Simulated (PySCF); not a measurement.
**CsLi: bond curves at several levels of theory**

An exercise on one series of results from a longer session: the logs are not shown, and one member is left open.

Method: Cs def2-SVP with ECP46, Li def2-SVP, scalar-relativistic core potentials; program: PySCF 2.14.0.

Set-up of the first run:

The job is set up so:

```json
{
  "atoms": "Cs, Li",
  "charge": "0",
  "basis": "Cs def2-SVP with ECP46, Li def2-SVP",
  "Hamiltonian": "scalar-relativistic core potentials",
  "basis functions": "33",
  "electrons treated": "12",
  "masses in u": "132.9054, 7.0160",
  "levels": "PBE0, PBE, r²SCAN, BP86, M06, PBEsol, CAM-B3LYP, HF, MP2, SCS-MP2, CCSD, CCSD(T)",
  "grid": "80 radial by 434 angular points",
  "occupations": "held fixed by the projection of orbital angular momentum",
  "dissociation limit": "Cs + Li, each in its ground configuration",
  "starting distance in angstrom": "3.490",
  "values of 2S to try": "0, 2"
}
```

Among the steps run: Set-up; PBE0 along the bond; Other states along the same grid; PBE (GGA); r²SCAN; BP86 (GGA); M06 (hybrid meta-GGA); PBEsol (GGA); CAM-B3LYP (range-separated hybrid); RHF; Adding correlation.

One table of the session follows, with a row left open; its other results are not shown here.

Energy (eV) from each level's lowest point:

```
R (Å)    RHF  RHF-MP2  RHF-SCS-MP2  RHF-CCSD  RHF-CCSD(T)
3.259  0.239    0.149        0.157       n/a          n/a
3.411  0.137    0.072        0.077     0.066        0.065
3.563  0.067    0.025        0.028     0.022        0.022
3.676  0.032    0.007        0.008     0.005        0.005
3.790  0.011    0.000        0.000     0.000        0.000
3.904  0.000    0.003        0.002     0.004        0.004
4.055  0.000    0.020        0.017     0.022        0.022
4.245      ?        ?            ?         ?            ?
4.472  0.062    0.116        0.109     0.117        0.112
4.775  0.142    0.212        0.202       n/a          n/a
```

Estimate the missing values for R (Å) = 4.245.

Worked estimate for «RHF». A straight line through the neighbours (4.055, 0.000) and (4.472, 0.062) gives 0.000 + (0.062 − 0.000) × (4.245 − 4.055) / (4.472 − 4.055) = 0.028; a parabola fitted to 4 rows on both sides gives 0.021.

The run gave: RHF: 0.019; RHF-MP2: 0.056; RHF-SCS-MP2: 0.051; RHF-CCSD: 0.059; RHF-CCSD(T): 0.057. In «RHF» the line misses by +0.009 and the parabola by +0.002.

State 2 has its PBE0 minimum 0.55 eV higher. State 3 has its PBE0 minimum 1.11 eV higher. The other levels ran on the lowest alone.
